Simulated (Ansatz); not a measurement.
# K3Sc3Mo: the cost of one run

Computed with Ansatz 0.2.0 (DFT PBE, scalar-relativistic, plane waves, PAW, unless a step's input says otherwise).

**1. Starting point**

Symmetry: Pm-3m, No. 221, cubic system. The conventional cell has a = 5.767 Å, b = 5.767 Å, c = 5.767 Å, α = 90.00°, β = 90.00°, γ = 90.00°. K (site symmetry 4/mmm) is surrounded by 4 Sc at 2.88 Å. Around Sc (site symmetry 4/mmm) lie 4 K at 2.88 Å and 2 Mo at 2.88 Å. Around Mo (site symmetry m-3m) lie 6 Sc at 2.88 Å.

As a file:

```cif
data_structure
_symmetry_space_group_name_H-M 'P 1'
_symmetry_Int_Tables_number 1
_cell_length_a 5.7674
_cell_length_b 5.7674
_cell_length_c 5.7674
_cell_angle_alpha 90.000
_cell_angle_beta 90.000
_cell_angle_gamma 90.000
_cell_volume 191.84
loop_
_atom_site_label
_atom_site_type_symbol
_atom_site_fract_x
_atom_site_fract_y
_atom_site_fract_z
_atom_site_occupancy
K1 K 0.00000 0.50000 0.00000 1
K2 K 0.50000 0.00000 0.00000 1
K3 K 0.00000 0.00000 0.50000 1
Sc1 Sc 0.00000 0.50000 0.50000 1
Sc2 Sc 0.50000 0.50000 0.00000 1
Sc3 Sc 0.50000 0.00000 0.50000 1
Mo1 Mo 0.50000 0.50000 0.50000 1
```

The cell is invented: species swapped into a database cell of Ce3GaBr3 (Pm-3m, No. 221), with Sc on the Ce sites, Mo on the Ga sites and K on the Br sites. The dimensions are guesses.

**2. Probe: one point on a coarse mesh**

Input file input.yaml:

```yaml
crystal:
  lattice:
    - [5.76737755, 0.0, 0.0]
    - [0.0, 5.76737755, 0.0]
    - [0.0, 0.0, 5.76737755]
  atoms:
    - { symbol: K, position: [0.0, 0.5, 0.0] }
    - { symbol: K, position: [0.5, 0.0, 0.0] }
    - { symbol: K, position: [0.0, 0.0, 0.5] }
    - { symbol: Sc, position: [0.0, 0.5, 0.5] }
    - { symbol: Sc, position: [0.5, 0.5, 0.0] }
    - { symbol: Sc, position: [0.5, 0.0, 0.5] }
    - { symbol: Mo, position: [0.5, 0.5, 0.5] }
basis:
  ecutwfc: 420
kpoints:
  mp_grid: { grid: [4, 4, 4] }
hamiltonian:
  xc: pbe
scf:
  occupations: { method: gaussian, width: 0.1 }
  lower_state_search: "off"
output:
  forces: true
  stress: true
  eigenvalues: true
```

Launch:

```
ansatz run input.yaml --threads 1 --pin off --max-ram 2048MiB --backend cpu --events-out ev --progress --plain --runs-dir out
```

**Question.** How long does this run take on 1 thread of Arm Neoverse V1, shared host, and how much memory does it need?

About 5.2 s, with a peak of 0.43 GiB.
